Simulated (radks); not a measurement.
**Li⁻ held by a Watson sphere**

Aim: the size and levels of Li⁻ inside a shell of charge +1 and radius R, which stands for the Madelung well of a crystal, for several R.

Program: radks (a radial shooting solver on a logarithmic mesh, Libxc functionals) version 1. Level of theory: non-relativistic Kohn-Sham, LDA (Slater exchange, VWN5 correlation), spin-polarised, spherical densities, point nucleus. These are calculated values, not measurements, unless marked.

## (1) What is computed

```
element       : lithium (Z = 3)
charge        : -1
electrons     : 4
configuration : [He] 2s2
```

Outer shells as boxes (Hund's rule):

Li⁻
```
[He] core
2s [↑↓]
```

## (2) R = 1.64 bohr

The run's settings:

```text
Z 3
configuration [He] 2s2
relativity non-relativistic
functional lda,vwn5
spin polarised
nucleus point
watson charge 1 radius 1.64 bohr
response adiabatic LDA kernel
```

## (3) R = 2.01 bohr

Input: that of step 2 with these lines changed.

```diff
@@ -6,3 +6,3 @@
 nucleus point
-watson charge 1 radius 1.64 bohr
+watson charge 1 radius 2.01 bohr
 response adiabatic LDA kernel
```

## (4) R = 3.04 bohr

Input: that of step 3 with these lines changed.

```diff
@@ -6,3 +6,3 @@
 nucleus point
-watson charge 1 radius 2.01 bohr
+watson charge 1 radius 3.04 bohr
 response adiabatic LDA kernel
```

## (5) R = 3.1 bohr

Input: that of step 4 with these lines changed.

```diff
@@ -6,3 +6,3 @@
 nucleus point
-watson charge 1 radius 3.04 bohr
+watson charge 1 radius 3.1 bohr
 response adiabatic LDA kernel
```

## (6) R = 3.3 bohr

Input: that of step 5 with these lines changed.

```diff
@@ -6,3 +6,3 @@
 nucleus point
-watson charge 1 radius 3.1 bohr
+watson charge 1 radius 3.3 bohr
 response adiabatic LDA kernel
```

## (7) R = 3.49 bohr

Input: that of step 6 with these lines changed.

```diff
@@ -6,3 +6,3 @@
 nucleus point
-watson charge 1 radius 3.3 bohr
+watson charge 1 radius 3.49 bohr
 response adiabatic LDA kernel
```

Q: Predict the outcome of this session. Wanted: for each run, R; highest level; its <r>; sum of <r²>; α.

As calculated:

```
R (bohr)  highest level (eV)  its <r> (bohr)  sum of <r²> (bohr²)  α (bohr³)
    1.64              -4.712           3.124                24.13      79.82
    2.01              -4.577           3.229                25.60      86.90
    3.04              -4.078           3.598                31.25      120.4
     3.1              -4.047           3.620                31.62      122.9
     3.3              -3.943           3.695                32.89      131.7
    3.49              -3.845           3.765                34.11      140.6
```

What this shows: From R = 1.64 to 3.49 bohr the top level moves from -4.712 to -3.845 eV and its mean radius from 3.12 to 3.77 bohr. A wider sphere makes a shallower well, so the ion swells. The polarisability goes from 79.8 to 141 bohr³. Response by self-consistent Sternheimer equations with the Hartree and adiabatic LDA kernel. The sphere does not respond.
